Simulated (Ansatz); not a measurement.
**GaH4+ (triplet): the correlation ladder at distance Ga1–H4 = 2.655 Å, cc-pVDZ**

Aim: climb from Hartree-Fock through coupled cluster and multireference methods for GaH4+ (triplet) at one geometry and basis, and see what each rung misses.

Method: cc-pVDZ, core rule «outside noble gas», up to 14 orbitals frozen; program: Ansatz 0.2.0, Gaussian basis.

The runs, in order: UHF; CCSD(T) on ROHF; CCSD(T) on UHF; BCCD(T) on ROHF; CISD as a restricted active space (open shells left free, so some higher excitations enter); CCSDT(Q) on ROHF; CCSDT(Q) on UHF; CASSCF and MRCISD+Q, 4 electrons in 4 orbitals; CASSCF and NEVPT2, 4 electrons in 4 orbitals; Full CI.

29 further runs of the same task are left out: 10 for a known fault of the program, 12 that didn't finish, 7 set aside as unsound or not needed. Runs told in other sessions of the task aren't counted.

## 1. The system

The geometry derives from a PBE0/def2-TZVP stationary point (not a proven minimum). One bond is set to the value named and the two fragments are kept rigid. No spin-orbit coupling is included. The filled d shell of Ga may be among the frozen orbitals whatever the setting's name suggests.

5 atoms, charge 1, spin multiplicity 3.

Atoms are counted from 1 here; the program's logs count them from 0.

Bond lengths: Ga1–H2 1.643 Å, Ga1–H3 1.643 Å, Ga1–H5 1.643 Å. Angles: H2–Ga1–H3 69.0°, H2–Ga1–H5 132.8°, H3–Ga1–H5 132.8°.

## 2. UHF

The input, in.yaml:

```yaml
crystal:
  periodic: [false, false, false]
  atoms:
    - {symbol: Ga, position_ang: [0.005505, -0.005492, 0.011436]}
    - {symbol: H, position_ang: [0.658009, 0.658614, 1.365305]}
    - {symbol: H, position_ang: [-0.657010, -0.659585, 1.365317]}
    - {symbol: H, position_ang: [-1.051401, 1.048845, -2.184094]}
    - {symbol: H, position_ang: [0.669601, -0.667998, -1.337571]}
basis:
  gaussian: {orbitals: cc-pVDZ}
total_charge: 1
magnetization: {spin_polarized: true, initial_magnetization: 2}
hamiltonian: {xc: hf}
output: {orbitals: {seedname: orbitals}}
```

The run is started by

```bash
> ansatz run in.yaml --threads 1 --pin off --events-out ev --progress --plain --max-ram 2393MiB
```

Further steps of the session: CCSD(T) on ROHF; CCSD(T) on UHF; BCCD(T) on ROHF; CISD as a restricted active space (open shells left free, so some higher excitations enter); CCSDT(Q) on ROHF; CCSDT(Q) on UHF; CASSCF and MRCISD+Q, 4 electrons in 4 orbitals; CASSCF and NEVPT2, 4 electrons in 4 orbitals; Full CI.

Before running them: what should the planned runs give, taken together? Wanted: FCI from the RHF energy; RMP2 from FCI; UMP2 from FCI; RCCSD from FCI; RCCSD(T) from FCI; UCCSD(T) from FCI; RCCSDT(Q) from FCI; UCCSDT(Q) from FCI; NEVPT2 pair from FCI.

The runs gave:

| quantity | value |
| --- | --- |
| FCI from the ROHF energy | -2.4829 eV |
| RMP2 from FCI | +669.3 meV |
| UMP2 from FCI | +677.6 meV |
| RCCSD from FCI | +61.2 meV |
| RCCSD(T) from FCI | +19.0 meV |
| UCCSD(T) from FCI | +16.9 meV |
| RCCSDT(Q) from FCI | +0.7 meV |
| UCCSDT(Q) from FCI | -1.6 meV |
| NEVPT2 pair from FCI | +609.0 meV |
| MRCISD+Q pair from FCI | -14.1 meV |
| levels within 1 kcal/mol (43 meV) | RCCSD(T), UCCSD(T), BCCD(T), RCCSDT, UCCSDT, RCCSDT(Q), UCCSDT(Q), MRCISD+Q pair |
| T1 diagnostic | 0.026 |
| effectively unpaired electrons | 2.04 |

RCCSD(T) lands +19.0 meV from the yardstick (0.8 % of the correlation energy). MRCISD+Q pair falls below full CI: the +Q correction isn't variational, and the cores differ from full CI's. One determinant dominates. Of the multireference levels listed MRCISD+Q pair comes nearest in total energy (-14.1 meV), which doesn't show that its space is the better one. These misses are within one basis, not against nature; the frozen cores of restricted and unrestricted runs differ, which can shift their rows.

Levels on UHF freeze UHF's core orbitals, full CI those of ROHF, so the U rows can settle a little off it for that reason alone.
